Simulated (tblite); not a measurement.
# C4H10B2ClN: the cost of one run

Programs: tblite 0.8.0 and PySCF 2.14.0, with density-fitted response routines of our own. Each step states its level of theory. These are calculated values for one molecule in the gas phase, unless marked as measured. Atoms are numbered from 0 throughout.

## (1) Starting geometry

18 atoms, charge 0, multiplicity 1; geometry from: force field or distance geometry start.

Bonds of the start (Å): Cl0–B1 1.84, B1–C2 1.60, C2–C3 1.52, C3–C4 1.54, C4–C5 1.53, C5–B6 1.61, B6–N7 1.52, N7–B1 1.52, C2–H8 1.11, C2–H9 1.12, C3–H10 1.12, C3–H11 1.12, C4–H12 1.11, C4–H13 1.11, C5–H14 1.11, C5–H15 1.10, B6–H16 1.18, N7–H17 1.03.

## (2) Geometry optimisation with GFN2-xTB

What the job is given:

```
{"job": {"kind": "relax", "xc": "GFN2-xTB", "basis": "xTB"}, "charge": 0, "multiplicity": 1}
Cl    -1.116900     3.034100     1.037800
B     -0.816900     1.522900     0.023700
C     -1.672900     0.199300     0.281600
C     -0.833300    -0.983400     0.727500
C      0.216600    -1.433700    -0.298300
C      1.555300    -0.698100    -0.160100
B      1.503900     0.868100    -0.515100
N      0.249700     1.528300    -1.062100
H     -2.212400    -0.055700    -0.659700
H     -2.448100     0.418700     1.061100
H     -1.528200    -1.844600     0.909500
H     -0.353400    -0.769200     1.714500
H     -0.181300    -1.318600    -1.330000
H      0.419700    -2.516500    -0.158000
H      1.932000    -0.802600     0.883900
H      2.300000    -1.167600    -0.823400
H      2.490800     1.509100    -0.387700
H      0.486600     2.515900    -1.256900
```

On the command line:

```console
$ OMP_NUM_THREADS=1 python probes_run.py task.json out
```

This one command runs all jobs of the session in turn.

**Question.** How long does this first job take on 1 thread of Arm Neoverse N1, shared host, and how much memory does it need?

About 1.2 s, with a peak of 0.18 GiB.
